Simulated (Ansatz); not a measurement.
# BrH₆NSi₂: small, medium and large basis sets

An exercise on one series of results from a longer session: the logs are not shown, and one member is left open.

Computed with Ansatz 0.2.0, Gaussian basis. Level: one geometry, several basis sets.

Plan: PBE0-D4/def2-SVP; ωB97M-V/def2-SVP; PBE0-D4/def2-QZVPP; ωB97M-V/def2-QZVPP; the functionals' def2-TZVPP values are taken from earlier runs.

### Structure used throughout

An earlier PBE0-D4 in a triple-zeta def2 set relaxation fixed the geometry.

SMILES `[SiH3]N[SiH2]Br`, 10 atoms, charge 0, spin multiplicity 1.

Atoms are counted from 1 here; the program's logs count them from 0.

Bond lengths: Si1–N2 1.735 Å, Si1–H5 1.483 Å, Si1–H6 1.487 Å, Si1–H7 1.486 Å, N2–Si3 1.708 Å, N2–H8 1.011 Å, Si3–Br4 2.235 Å, Si3–H9 1.477 Å, Si3–H10 1.479 Å. Angles: N2–Si1–H5 106.5°, N2–Si1–H6 112.3°, N2–Si1–H7 110.3°, H5–Si1–H6 109.5°, H5–Si1–H7 110.2°, H6–Si1–H7 108.0°, Si1–N2–Si3 127.2°, Si1–N2–H8 116.1°, Si3–N2–H8 115.3°, N2–Si3–Br4 113.3°, N2–Si3–H9 109.0°, N2–Si3–H10 109.7°, Br4–Si3–H9 106.1°, Br4–Si3–H10 105.8°, H9–Si3–H10 113.1°.

Set-up of the first run:

File in.yaml:

```yaml
crystal:
  periodic: [false, false, false]
  atoms:
    - {symbol: Si, position_ang: [-0.565706, 1.362390, 0.546143]}
    - {symbol: N, position_ang: [0.210425, -0.187014, 0.626384]}
    - {symbol: Si, position_ang: [0.688592, -1.171633, -0.685144]}
    - {symbol: Br, position_ang: [-0.974321, -2.416415, -1.510143]}
    - {symbol: H, position_ang: [-0.407217, 1.842148, -0.848293]}
    - {symbol: H, position_ang: [-2.011510, 1.288564, 0.884922]}
    - {symbol: H, position_ang: [0.078545, 2.310546, 1.492057]}
    - {symbol: H, position_ang: [0.199387, -0.643818, 1.528467]}
    - {symbol: H, position_ang: [1.141233, -0.307048, -1.794291]}
    - {symbol: H, position_ang: [1.723672, -2.128919, -0.237304]}
basis:
  gaussian: {orbitals: def2-SVP}
hamiltonian: {xc: pbe0, dispersion: d4}
output: {orbitals: {seedname: orbitals}}
```

Steps of the session up to this table: PBE0-D4 in def2-SVP; ωB97M-V in def2-SVP; PBE0-D4 in def2-QZVPP; ωB97M-V in def2-QZVPP.

One table of the session follows, with a row left open; its other results are not shown here.

It belongs to the step «Functionals by basis». 

```
functional       basis  HOMO (eV)  LUMO (eV)
   PBE0-D4    def2-SVP      -7.83       0.33
   PBE0-D4  def2-TZVPP      -7.94      -0.16
   PBE0-D4  def2-QZVPP      -7.96      -0.31
   ωB97M-V    def2-SVP          ?          ?
   ωB97M-V  def2-TZVPP     -10.19       1.46
   ωB97M-V  def2-QZVPP     -10.21       1.11
```

**Question.** Estimate the row for ωB97M-V, def2-SVP.

**Answer.** HOMO (eV): -10.04; LUMO (eV): 2.18. In the column «HOMO (eV)» it lies between ωB97M-V, def2-TZVPP (-10.19) and PBE0-D4, def2-QZVPP (-7.96).
